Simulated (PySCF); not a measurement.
# H4S4Y (Y(SH)4-): the cost of one run

The runs use PySCF 2.14.0; several levels, as the steps say, no spin–orbit coupling.

1 further run of the same task is left out (for a known fault of the program).

**1. Starting geometry**

9 atoms, charge -1, spin multiplicity 1.

Bond lengths: Y1–S2 2.620 Å, Y1–S4 2.620 Å, Y1–S6 2.620 Å, Y1–S8 2.620 Å, S2–H3 1.355 Å, S4–H5 1.355 Å, S6–H7 1.355 Å, S8–H9 1.355 Å. Angles: S2–Y1–S4 112.8°, S2–Y1–S6 107.8°, S2–Y1–S8 107.8°, S4–Y1–S6 107.8°, S4–Y1–S8 107.8°, S6–Y1–S8 112.8°, Y1–S2–H3 87.0°, Y1–S4–H5 87.0°, Y1–S6–H7 87.0°, Y1–S8–H9 87.0°.

As a file:

```xyz
9
H4S4Y
Y     0.0000    0.0000    0.0001
S     1.6217    1.4609    1.4500
H     2.6378    0.9048    0.7467
S    -1.6217   -1.4609    1.4500
H    -2.6378   -0.9048    0.7467
S     1.4609   -1.6218   -1.4497
H     0.9041   -2.6375   -0.7470
S    -1.4609    1.6218   -1.4497
H    -0.9041    2.6375   -0.7470
```

Formal oxidation states: Y +3. An earlier session relaxed this geometry at PBE0, Y def2-SVP with ECP28, S def2-SVP, H def2-SVP (singlet, point group S4).

At PBE0 on the finer grid: E = -1632.735912 Eh, HOMO -3.09 eV, LUMO 3.03 eV, Mulliken charge on Y1 +0.49 e, largest force component 0.011 eV/Å. 

Levels to run: PBE; M06-L; PBE0, TZVP. Hardware: 2 threads of AMD EPYC 7R43 (Zen 3), shared host.

**2. PBE**

run.py (the lines that set the calculation) reads:

```python
mol = gto.M(atom='''
Y      0.00000     0.00000     0.00010
S      1.62168     1.46093     1.44996
H      2.63779     0.90476     0.74669
S     -1.62168    -1.46093     1.44996
H     -2.63779    -0.90476     0.74669
S      1.46095    -1.62180    -1.44965
H      0.90412    -2.63753    -0.74705
S     -1.46095     1.62180    -1.44965
H     -0.90412     2.63753    -0.74705''',
    basis={'Y': 'def2-SVP', 'S': 'def2-SVP', 'H': 'def2-SVP'},
    ecp={'Y': 'def2-SVP'},
    charge=-1, spin=0)
mf = dft.RKS(mol, xc='PBE')
mf.grids.atom_grid = (75, 302)
mf = mf.density_fit()  # fitting sets: Y def2-universal-JKFIT, S def2-universal-JKFIT, H def2-universal-JKFIT
mf.conv_tol = 1e-08; mf.max_cycle = 55
mf.kernel(dm0)  # dm0: the density of the relaxed state
```

The run is started by

```sh
> OMP_NUM_THREADS=2 python run.py
```

**Question.** How long does this run take on 2 threads of AMD EPYC 7R43 (Zen 3), shared host?

About 13 s.
